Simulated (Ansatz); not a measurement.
# NaMg3Te3: the cost of one run

Method: DFT PBE, scalar-relativistic, plane waves, PAW, in Ansatz 0.2.0.

1 further run of the same task is left out (it didn't finish).

**1. The starting structure**

Symmetry: Pmmm, No. 47, orthorhombic system. Conventional cell: a = 4.017 Å, b = 4.534 Å, c = 10.476 Å, α = 90.00°, β = 90.00°, γ = 90.00°. Around Na (site symmetry mmm) lie 4 Te at 2.94 Å and 6 Mg at 3.03 to 3.37 Å. Mg (site symmetry mm2) has 4 Te at 2.72 to 2.74 Å as nearest neighbours. Around Mg (site symmetry mmm) lie 4 Te at 2.74 Å and 4 Na at 3.03 Å. Around Te (site symmetry mm2) lie 4 Mg at 2.72 to 2.74 Å and 2 Na at 2.94 Å. Te (site symmetry mmm) has 4 Mg at 2.74 Å as nearest neighbours.

As a file:

```xyz
7
Lattice="4.0167 0.0000 0.0000 0.0000 4.5339 0.0000 0.0000 0.0000 10.4756" Properties=species:S:1:pos:R:3 pbc="T T T"
Na    2.0083    2.2669    5.2378
Mg    2.0083    2.2669    1.8652
Mg    2.0083    2.2669    8.6104
Mg    0.0000    0.0000    5.2378
Te    2.0083    0.0000    3.3726
Te    0.0000    2.2669    0.0000
Te    2.0083    0.0000    7.1030
```

A structure generator made this guess: 4-connected net, two elements alternating, guests in its cages (Pmmm, No. 47). Its size is a rough estimate.

**2. The guess as it stands, on a coarse mesh**

The input, input.yaml:

```yaml
crystal:
  lattice:
    - [4.0166638, 0.0, 0.0]
    - [0.0, 4.53388423, 0.0]
    - [0.0, 0.0, 10.47560704]
  atoms:
    - { symbol: Na, position: [0.5, 0.5, 0.5] }
    - { symbol: Mg, position: [0.5, 0.5, 0.17804846] }
    - { symbol: Mg, position: [0.5, 0.5, 0.82195154] }
    - { symbol: Mg, position: [0.0, 0.0, 0.5] }
    - { symbol: Te, position: [0.5, 0.0, 0.32195154] }
    - { symbol: Te, position: [0.0, 0.5, 0.0] }
    - { symbol: Te, position: [0.5, 0.0, 0.67804846] }
basis:
  ecutwfc: 420
kpoints:
  mp_grid: { grid: [4, 4, 2] }
hamiltonian:
  xc: pbe
scf:
  occupations: { method: gaussian, width: 0.1 }
  lower_state_search: "off"
output:
  forces: true
  stress: true
  eigenvalues: true
```

Started as:

```sh
$ ansatz run input.yaml --threads 1 --pin off --max-ram 2560MiB --backend cpu --events-out ev --progress --plain --runs-dir out
```

Q: Estimate wall time and peak memory on 1 thread of Intel Xeon Platinum 8488C (Sapphire Rapids), shared host.

About 7.8 s, with a peak of 0.53 GiB.
